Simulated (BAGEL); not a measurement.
# singlet GeNH4O+ at 4 levels

Aim: a comparison of 4 runs (HF/STO-3G, HF/def2-SVPD, B3LYP/6-31G*, RI-MP2/def2-SVPD) of singlet GeNH4O+. 

The results are computed with BAGEL 1.2.2.

27 further runs of the same task are left out: 2 that didn't finish, 25 set aside as unsound or not needed.

## 1. The system as given

GeNH4O+: 7 atoms, total charge +1, spin state singlet. SMILES of the parent species: `[NH][GeH2][OH]`. Geometry: relaxed at PBE0-D4/def2-TZVP. This is one conformer, not always the lowest. That shape belongs to the parent species and isn't relaxed for this state.

Bond lengths: N1–Ge2 1.860 Å, Ge2–O3 1.772 Å, N1–H4 1.025 Å, Ge2–H5 1.544 Å, Ge2–H6 1.536 Å, O3–H7 0.961 Å. Angles: N1–Ge2–O3 106.5°, N1–Ge2–H5 107.6°, N1–Ge2–H6 113.8°, O3–Ge2–H5 110.8°, O3–Ge2–H6 105.4°, Ge2–N1–H4 110.2°, Ge2–O3–H7 111.8°, H5–Ge2–H6 112.6°.

## 2. A single-point energy at HF/STO-3G (density fitting with qzvpp-jkfit) (run 1)

Input file hf.json:

```json
{ "bagel" : [

{
  "title" : "molecule",
  "basis" : "sto-3g",
  "df_basis" : "qzvpp-jkfit",
  "angstrom" : true,
  "geometry" : [
    { "atom" : "N", "xyz" : [      -1.180000,      -0.629600,      -0.704300 ] },
    { "atom" : "Ge", "xyz" : [       0.091800,       0.357900,       0.227300 ] },
    { "atom" : "O", "xyz" : [       1.488100,      -0.708500,       0.454200 ] },
    { "atom" : "H", "xyz" : [      -2.073700,      -0.127300,      -0.724700 ] },
    { "atom" : "H", "xyz" : [       0.468500,       1.575300,      -0.644200 ] },
    { "atom" : "H", "xyz" : [      -0.348300,       0.758200,       1.642900 ] },
    { "atom" : "H", "xyz" : [       1.614800,      -1.294000,      -0.296700 ] }
  ]
},

{
  "title" : "hf",
  "charge" : 1
},

{
  "title" : "print",
  "file" : "orbitals.molden",
  "orbitals" : true
}

]}
```

On the command line:

```
$ BAGEL_NUM_THREADS=1 BAGEL hf.json > hf.out
```

Log:

```text
* using 1 threads per process

  ===============================================================
  ===============================================================

  *** Geometry ***

  { "atom" : "N", "xyz" : [     -2.229877,     -1.189772,     -1.330934 ] },
  { "atom" : "Ge", "xyz" : [      0.173477,      0.676333,      0.429535 ] },
  { "atom" : "O", "xyz" : [      2.812101,     -1.338871,      0.858314 ] },
  { "atom" : "H", "xyz" : [     -3.918725,     -0.240562,     -1.369485 ] },
  { "atom" : "H", "xyz" : [      0.885337,      2.976886,     -1.217362 ] },
  { "atom" : "H", "xyz" : [     -0.658192,      1.432790,      3.104631 ] },
  { "atom" : "H", "xyz" : [      3.051530,     -2.445306,     -0.560682 ] },

  Number of auxiliary basis functions:      492

  Since a DF basis is specified, we compute 2- and 3-index integrals:
    o Being stored without compression. Storage requirement is 0.004 GB

  Number of basis functions:       32
  Number of electrons      :       51

    * METHOD: MOLECULE                             0.18

  *** RHF ***

  === Nuclear Repulsion ===
   203.9485575824

      * DIIS with orbital gradients will be used.

  === RHF iteration (sto-3g) ===
      0      -2181.20878123          0.01629182           0.03
      1      -2181.28911332          0.00811246           0.02
      2      -2181.31201428          0.00204833           0.03
      3      -2181.31569313          0.00063091           0.03
      4      -2181.31614940          0.00021915           0.02
      5      -2181.31620623          0.00005925           0.02
      6      -2181.31620988          0.00003140           0.02
      7      -2181.31621111          0.00001965           0.03
      8      -2181.31621156          0.00001585           0.03
      9      -2181.31621219          0.00001059           0.03
     10      -2181.31621252          0.00000704           0.03
     11      -2181.31621269          0.00000355           0.02
     12      -2181.31621273          0.00000123           0.02
     13      -2181.31621273          0.00000042           0.02
     14      -2181.31621273          0.00000014           0.02
     15      -2181.31621273          0.00000007           0.02
     16      -2181.31621273          0.00000004           0.02
     17      -2181.31621273          0.00000003           0.02
     18      -2181.31621273          0.00000002           0.03
     19      -2181.31621273          0.00000002           0.02
     20      -2181.31621273          0.00000001           0.02
     21      -2181.31621273          0.00000001           0.02
    * SCF iteration converged.

    * Permanent dipole moment:
           (    2.077845,    -0.211402,     1.024332) a.u.

    * METHOD: HF                                   0.66

    * METHOD: PRINT                                0.00

  ===============================================================
```

Wall time 0.99 s (1 thread of Arm Neoverse V1, shared host).

## 3. The energy at HF/def2-SVPD (density fitting with qzvpp-jkfit) (run 2)

Input file input.json:

```json
{ "bagel": [

{
  "title": "molecule",
  "basis": "def2-svpd.json",
  "df_basis": "qzvpp-jkfit",
  "angstrom": true,
  "geometry": [
    { "atom": "N", "xyz": [      -1.180000,      -0.629600,      -0.704300 ] },
    { "atom": "Ge", "xyz": [       0.091800,       0.357900,       0.227300 ] },
    { "atom": "O", "xyz": [       1.488100,      -0.708500,       0.454200 ] },
    { "atom": "H", "xyz": [      -2.073700,      -0.127300,      -0.724700 ] },
    { "atom": "H", "xyz": [       0.468500,       1.575300,      -0.644200 ] },
    { "atom": "H", "xyz": [      -0.348300,       0.758200,       1.642900 ] },
    { "atom": "H", "xyz": [       1.614800,      -1.294000,      -0.296700 ] }
  ]
},

{
  "title": "hf",
  "charge": 1
},

{
  "title": "print",
  "file": "orbitals.molden",
  "orbitals": true
}

]}
```

The basis set def2-SVPD is read from a file made from the Basis Set Exchange's data (not shown).

On the command line:

```
$ BAGEL_NUM_THREADS=1 BAGEL input.json > input.out
```

Log:

```text
* using 1 threads per process

  ===============================================================
  ===============================================================

  *** Geometry ***

  { "atom" : "N", "xyz" : [     -2.229877,     -1.189772,     -1.330934 ] },
  { "atom" : "Ge", "xyz" : [      0.173477,      0.676333,      0.429535 ] },
  { "atom" : "O", "xyz" : [      2.812101,     -1.338871,      0.858314 ] },
  { "atom" : "H", "xyz" : [     -3.918725,     -0.240562,     -1.369485 ] },
  { "atom" : "H", "xyz" : [      0.885337,      2.976886,     -1.217362 ] },
  { "atom" : "H", "xyz" : [     -0.658192,      1.432790,      3.104631 ] },
  { "atom" : "H", "xyz" : [      3.051530,     -2.445306,     -0.560682 ] },

  Number of auxiliary basis functions:      492

  Since a DF basis is specified, we compute 2- and 3-index integrals:
    o Being stored without compression. Storage requirement is 0.050 GB

  Number of basis functions:      113
  Number of electrons      :       51

    * METHOD: MOLECULE                             0.30

  *** RHF ***

  === Nuclear Repulsion ===
   203.9485575824

      * DIIS with orbital gradients will be used.

  === RHF iteration (def2-svpd.json) ===
      0      -2205.84098791          0.02240854           0.11
      1      -2206.02111952          0.01906315           0.11
      2      -2206.20605429          0.00275095           0.11
      3      -2206.21906528          0.00106016           0.11
      4      -2206.22120668          0.00058206           0.10
      5      -2206.22194785          0.00017613           0.11
      6      -2206.22199731          0.00005149           0.10
      7      -2206.22200185          0.00003056           0.10
      8      -2206.22200364          0.00001803           0.11
      9      -2206.22200472          0.00000901           0.10
[... 14 lines of this table left out ...]
     24      -2206.22200529          0.00000003           0.10
     25      -2206.22200529          0.00000002           0.10
     26      -2206.22200529          0.00000001           0.10
     27      -2206.22200529          0.00000001           0.10
    * SCF iteration converged.

    * Permanent dipole moment:
           (    2.113510,    -0.232787,     1.079721) a.u.

    * METHOD: HF                                   3.26

    * METHOD: PRINT                                0.03

  ===============================================================
```

Wall time 3.9 s (1 thread of Arm Neoverse V1, shared host); peak memory 0.16 GiB.

Run 3 isn't shown in full; the table further down has it.

## 4. A single-point energy at RI-MP2/def2-SVPD (density fitting with qzvpp-jkfit) (run 4)

Input file mp2.json:

```json
{ "bagel" : [

{
  "title" : "molecule",
  "basis" : "def2-svpd.json",
  "df_basis" : "qzvpp-jkfit",
  "angstrom" : true,
  "geometry" : [
    { "atom" : "N", "xyz" : [      -1.180000,      -0.629600,      -0.704300 ] },
    { "atom" : "Ge", "xyz" : [       0.091800,       0.357900,       0.227300 ] },
    { "atom" : "O", "xyz" : [       1.488100,      -0.708500,       0.454200 ] },
    { "atom" : "H", "xyz" : [      -2.073700,      -0.127300,      -0.724700 ] },
    { "atom" : "H", "xyz" : [       0.468500,       1.575300,      -0.644200 ] },
    { "atom" : "H", "xyz" : [      -0.348300,       0.758200,       1.642900 ] },
    { "atom" : "H", "xyz" : [       1.614800,      -1.294000,      -0.296700 ] }
  ]
},

{
  "title" : "hf",
  "charge" : 1
},

{
  "title" : "mp2",
  "charge" : 1,
  "ncore" : 11
}

]}
```

The basis set def2-SVPD is read from a file made from the Basis Set Exchange's data (not shown).

On the command line:

```
$ BAGEL_NUM_THREADS=1 BAGEL mp2.json > mp2.out
```

Log:

```text
* using 1 threads per process

  ===============================================================
  ===============================================================

  *** Geometry ***

  { "atom" : "N", "xyz" : [     -2.229877,     -1.189772,     -1.330934 ] },
  { "atom" : "Ge", "xyz" : [      0.173477,      0.676333,      0.429535 ] },
  { "atom" : "O", "xyz" : [      2.812101,     -1.338871,      0.858314 ] },
  { "atom" : "H", "xyz" : [     -3.918725,     -0.240562,     -1.369485 ] },
  { "atom" : "H", "xyz" : [      0.885337,      2.976886,     -1.217362 ] },
  { "atom" : "H", "xyz" : [     -0.658192,      1.432790,      3.104631 ] },
  { "atom" : "H", "xyz" : [      3.051530,     -2.445306,     -0.560682 ] },

  Number of auxiliary basis functions:      492

  Since a DF basis is specified, we compute 2- and 3-index integrals:
    o Being stored without compression. Storage requirement is 0.050 GB

  Number of basis functions:      113
  Number of electrons      :       51

    * METHOD: MOLECULE                             0.30

  *** RHF ***

  === Nuclear Repulsion ===
   203.9485575824

      * DIIS with orbital gradients will be used.

  === RHF iteration (def2-svpd.json) ===
      0      -2205.84098791          0.02240854           0.11
      1      -2206.02111952          0.01906315           0.10
      2      -2206.20605429          0.00275095           0.11
[... 24 lines of this table left out ...]
     27      -2206.22200529          0.00000001           0.10
    * SCF iteration converged.

    * Permanent dipole moment:
           (    2.113510,    -0.232787,     1.079721) a.u.

    * METHOD: HF                                   3.27

  *** RHF ***

  === Nuclear Repulsion ===
   203.9485575824

      * DIIS with orbital gradients will be used.

  === RHF iteration (def2-svpd.json) ===
      0      -2206.22200529          0.00000001           0.10
    * SCF iteration converged.

    * Permanent dipole moment:
           (    2.113510,    -0.232787,     1.079721) a.u.

  === DF-MP2 calculation ===

    * freezing 11 orbitals
    * 3-index integral transformation done
    * assembly done

      MP2 correlation energy:   -0.5608220496      0.08

      MP2 total energy:       -2206.7828273394

    * METHOD: MP2                                  0.30

  ===============================================================
```

Wall time 4.2 s (1 thread of Arm Neoverse V1, shared host); peak memory 0.16 GiB.

## 5. Overview of the runs

```tsv
run	level	frozen core orbitals	energy (Eh)	HOMO energy (eV)	LUMO energy (eV)	HOMO–LUMO gap (eV)	wall time
1	HF/STO-3G (density fitting with qzvpp-jkfit)	–	-2181.316213	-15.42	-6.34	9.09	0.99 s
2	HF/def2-SVPD (density fitting with qzvpp-jkfit)	–	-2206.222005	-18.24	-8.82	9.41	3.9 s
3	B3LYP/6-31G* (density fitting with qzvpp-jkfit, spherical functions)	–	-2208.677607	-14.38	-13.02	1.36	11 s
4	RI-MP2/def2-SVPD (density fitting with qzvpp-jkfit)	11	-2206.782827	–	–	–	4.2 s
```

## 6. What came out

| quantity | value |
| --- | --- |
| run 4: total energy | -2206.78283 Eh |
| run 4: correlation energy (11 core orbitals frozen) | -560.8 mEh |

Over runs 1, 2, 3 the HOMO–LUMO gap runs from 1.36 eV (B3LYP/6-31G*) to 9.41 eV (HF/def2-SVPD). The two ends differ in method and basis. In run 1 the basis is minimal, so the values are rough. All runs together took 21 s, the longest 11 s.
